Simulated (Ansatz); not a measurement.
# CdH2O2: a short molecular-dynamics run

A trajectory of CdH2O2, a distorted structure with 10 atoms that was not relaxed first: 30 steps of 0.5 fs under a Langevin thermostat and barostat at 300 K and 1 GPa.

Program: Ansatz 0.2.0. Level of theory: DFT LDA, plane waves, PAW, scalar-relativistic, no spin polarisation. These are calculated values, not measurements.

**1. The system as given**

The cell holds 10 atoms (Cd2H4O4): a = 3.445 Å, b = 5.711 Å, c = 6.141 Å, α = 66.27°, β = 74.05°, γ = 92.71°.

Structure file:

```xyz
10
Lattice="-0.1265 0.0324 3.4426 5.7083 -0.1648 -0.0591 2.6421 5.2643 1.7365" Properties=species:S:1:pos:R:3 pbc="T T T"
Cd    5.5556    1.4588    3.3947
Cd    2.6972    3.6624    1.7378
H     5.6506    3.4213    1.6700
H     2.7863    1.7190    3.4267
H     2.7423   -0.0456    2.8382
O     0.5821    0.0101    1.6665
O     4.8577    2.8604    1.6736
O     1.9723    2.2433    3.4311
H     3.7829   -0.0949    0.7624
O     6.4881    5.1339    4.9324
```

**2. Molecular dynamics**

input.yaml

```yaml
crystal:
  lattice:
    - [-0.126523, 0.032442, 3.44256]
    - [5.708318, -0.164842, -0.059118]
    - [2.642135, 5.264264, 1.736506]
  atoms:
    - { symbol: Cd, position: [0.850137, 0.853871, 0.298618] }
    - { symbol: Cd, position: [0.154567, 0.152146, 0.699525] }
    - { symbol: H, position: [0.158699, 0.68315, 0.670316] }
    - { symbol: H, position: [0.833744, 0.352714, 0.332453] }
    - { symbol: H, position: [0.832089, 0.498015, 0.001798] }
    - { symbol: O, position: [0.484786, 0.1116, 0.002424] }
    - { symbol: O, position: [0.213556, 0.596185, 0.560719] }
    - { symbol: O, position: [0.784385, 0.165506, 0.426477] }
    - { symbol: H, position: [0.232188, 0.667188, 0.001436] }
    - { symbol: O, position: [0.944743, 0.69872, 0.991298] }
kpoints:
  mp_grid: { grid: [4, 3, 3] }
magnetization:
  spin_polarized: false
scf:
  occupations: { method: fermi_dirac, width: 0.05 }
hamiltonian:
  pseudopotentials: { kind: paw }
  xc: lda
basis:
  ecutwfc: 420
md:
  timestep: 0.5
  n_steps: 30
  ensemble: npt_langevin
  temperature: 300.0
  initial_velocities: maxwell_boltzmann
  seed: 789000
  pressure: 1.0
```

Command:

```bash
> ansatz run input.yaml --threads 2 --pin off --max-ram 2560MiB --backend cpu --events-out ev --progress --plain --runs-dir out
```

What does the calculation give? Wanted: temperature, first and last step; temperature, second half; potential energy, second half; largest change of the conserved energy; volume, first and last step; mean square displacement, second half; bonds among non-metal atoms formed or broken.

As calculated:

| quantity | value |
| --- | --- |
| length | 30 steps of 0.5 fs |
| temperature, first and last step | 270 and 572 K |
| temperature, second half | mean 490 K, from 407 to 572 K |
| potential energy, second half | -49 meV/atom from the start |
| largest change of the conserved energy | 0.46 meV/atom |
| volume, first and last step | 10.46 and 9.96 Å³/atom |
| mean square displacement, second half | H 0.055, O 0.009, Cd 0.001 Å² |
| bonds among non-metal atoms formed or broken | 0 |

**Reading.** Against a set 300 K the second half averages 490 K with a spread of 51 K (in equilibrium 10 atoms would scatter by about 77 K, over a far longer run). The conserved energy strays from its start by at most 0.46 meV/atom, 0.8 % of the mean kinetic energy, which is good for a step of 0.5 fs. The farthest move is 0.47 Å, and the typical spacing of atoms 2.1 Å: no atom has changed site so far. The volume changes by -4.8 % from first to last step, and is still moving at the end, so it is no equilibrium value. 15 fs on 10 atoms is far too short and small for converged averages. The nuclei move classically, without zero-point motion, which matters most for hydrogen. The k-mesh is coarse for this cell.
